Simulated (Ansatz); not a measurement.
# MgAu: strong compression

One table from this session's results is given with a row withheld; the runs are named, their logs left out.

Computed with Ansatz 0.2.0 (DFT, r2SCAN, PAW with Ansatz's default frozen-core files, scalar-relativistic, unless a step's input says otherwise).

## Starting point

Symmetry: Pm-3m, No. 221, cubic system. The conventional cell has a = 3.274 Å, b = 3.274 Å, c = 3.274 Å, α = 90.00°, β = 90.00°, γ = 90.00°. Mg (site symmetry m-3m) is surrounded by 8 Au at 2.83 Å. Around Au (site symmetry m-3m) lie 8 Mg at 2.83 Å.

Structure file:

```
CELL_PARAMETERS angstrom
3.27354 0.00000 0.00000
0.00000 3.27354 0.00000
0.00000 0.00000 3.27354
ATOMIC_POSITIONS crystal
Mg 0.50000 0.50000 0.50000
Au 0.00000 0.00000 0.00000
```

Whether this phase is the stable one at these pressures isn't tested.

Atoms are numbered in the order of the input: Mg1, Au2.

Set-up of the first run:

The input, input.yaml:

```yaml
crystal:
  lattice:
    - [3.27353901, 0.0, 0.0]
    - [0.0, 3.27353901, 0.0]
    - [0.0, 0.0, 3.27353901]
  atoms:
    - { symbol: Mg, position: [0.5, 0.5, 0.5] }
    - { symbol: Au, position: [0.0, 0.0, 0.0] }
kpoints:
  mp_grid: { grid: [11, 11, 11] }
  band_path:
    path:
      - [0.0, 0.0, 0.0]
      - [0.0, 0.5, 0.0]
      - [0.5, 0.5, 0.0]
      - [0.0, 0.0, 0.0]
      - [0.5, 0.5, 0.5]
      - [0.0, 0.5, 0.0]
      - [0.5, 0.5, 0.5]
      - [0.5, 0.5, 0.0]
    npoints: 6
scf:
  occupations: { method: fermi_dirac, width: 0.05 }
hamiltonian:
  xc: r2scan
  pseudopotentials: { kind: paw }
output:
  forces: true
  stress: true
  eigenvalues: true
  efg: { contact_densities: true }
  populations: true
```

Started as:

```sh
> ansatz run input.yaml --threads 1 --pin off --max-ram 2048MiB --backend cpu --events-out ev --progress --plain --runs-dir out
```

Steps of the session up to this table: Volume scaled by 1, PAW; Volume scaled by 0.65, PAW; Volume scaled by 0.45, PAW; Volume scaled by 0.4, PAW.

One of the session's tables, all rows but one given; the rest of the session is left out.

```
method  volume over the first  volume (Å³/atom)  pressure (GPa)
   PAW                      1                 ?               ?
   PAW                   0.65            11.401          110.67
   PAW                   0.45             7.893          493.17
   PAW                    0.4             7.016          746.84
```

Q: Estimate the row for PAW, 1 from the others.

The run gave: volume (Å³/atom): 17.540; pressure (GPa): -0.13. In the column «volume (Å³/atom)» it is the highest.

To keep in mind: Warnings in the runs' records: gradients without spin orbit.
